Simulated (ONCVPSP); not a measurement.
# An ONCV potential for carbon, from input to tests

Do these settings give a usable potential? It is generated, then checked for transferability, scattering, ghosts and hardness.

Method: ONCVPSP 4.0.1.1 (patched build), PBE, scalar-relativistic.

## (1) Settings

The settings as typed:

```
element                 : carbon (C, Z = 6)
type                    : optimised norm-conserving Vanderbilt (ONCV)
frozen core             : [He]
valence charge          : 4
reference configuration : 2s2 2p0.5 (charge +1.5)
partial waves           : 2s: rc 1.00 bohr, ncon 3, nbas 7, qcut 6.2 1/bohr, 2 projectors, debl 2.6 Ha; 2p: rc 1.95 bohr, ncon 4, nbas 8, qcut 7.8 1/bohr, 2 projectors, debl 0.9 Ha; d scattering state at 0.11 Ha: rc 1.75 bohr, ncon 5, nbas 8, qcut 4.8 1/bohr, 1 projector
local potential         : polynomial inside 1.00 bohr (lpopt 4, dvloc0 0 Ha)
core correction         : Teter function, fcfact 5.5, rcfact 1.2
```

The nodes and maxima of the atom's own shells, from an earlier all-electron run, set the scale for the radii.

All-electron outer shells of the reference configuration (PBE, scalar-relativistic, ld1.x):

```csv
shell,level (eV),outermost node (bohr),outermost maximum (bohr)
1s,-297.86,–,0.17
2s,-32.79,0.37,1.14
2p,-24.04,–,1.06
```

## (2) The generation run

Contents of C.dat:

```
# ATOM AND REFERENCE CONFIGURATION
# atsym  z   nc   nv     iexc    psfile
  C 6.00    1    2        4      upf
#
#   n    l    f
    1    0    2.00
    2    0    2.00
    2    1    0.50
#
# PSEUDOPOTENTIAL AND OPTIMIZATION
# lmax
    2
#
#   l,   rc,      ep,       ncon, nbas, qcut
    0    1.00    0.00    3    7    6.20
    1    1.95    0.00    4    8    7.80
    2    1.75    0.11    5    8    4.80
#
# LOCAL POTENTIAL
# lloc, lpopt,  rc(5),   dvloc0
    4    4    1.00    0.00
#
# VANDERBILT-KLEINMAN-BYLANDER PROJECTORs
# l, nproj, debl
    0    2    2.60
    1    2    0.90
    2    1    2.00
#
# MODEL CORE CHARGE
# icmod, fcfact, rcfact
    3    5.50    1.20
#
# LOG DERIVATIVE ANALYSIS
# epsh1, epsh2, depsh
   -3.00    5.00    0.02
#
# OUTPUT GRID
# rlmax, drl
    6.00    0.01
#
# TEST CONFIGURATIONS
# ncnf
    4
# nvcnf
#   n    l    f
    2
    2    0    2.00
    2    1    2.00
#
    2
    2    0    2.00
    2    1    1.00
#
    2
    2    0    2.00
    2    1    0.00
#
    2
    2    0    2.00
    2    1    1.50
#
```

Started as:

```sh
oncvpsp.x < C.dat > C.out
```

What does the calculation give? Wanted: cutoffs for 1 and 0.1 mHa per electron, occupied waves; bound ghosts; GHOST(+) flags; largest test error; largest phase difference near zero energy, channels read; rms error of d²Exc/dn², without and with the model core.

As calculated:

```
                                                quantity                 value
  cutoffs for 1 and 0.1 mHa per electron, occupied waves      20 Ha and 107 Ha
                                            bound ghosts         d at -1.76 eV
                                          GHOST(+) flags    none at low energy
                            largest test error (AE − PS)  +94 meV, for 2s2 2p2
largest phase difference near zero energy, channels read             3.142 rad
 rms error of d²Exc/dn², without and with the model core     6.61 and 6.88 mHa
```

A bound ghost (d) makes it unfit for use: electrons can fall into a state that the atom doesn't have. The worst unpolarised test, 2s2 2p2, is off by 94 meV on 21.1 eV; by total energies transferability rates as fair. It counts as of middling hardness, with 20 Ha needed at the looser tolerance. The tighter tolerance needs 107 Ha, and converged work needs a cutoff nearer that. Near zero energy the largest phase difference among the channels read is 3.14 rad, in the d channel. A step near π is an extra or missing state, not a misfit of shape. The pseudo curves have a pole with no partner nearby in the atom's: d at -0.07 Ha.
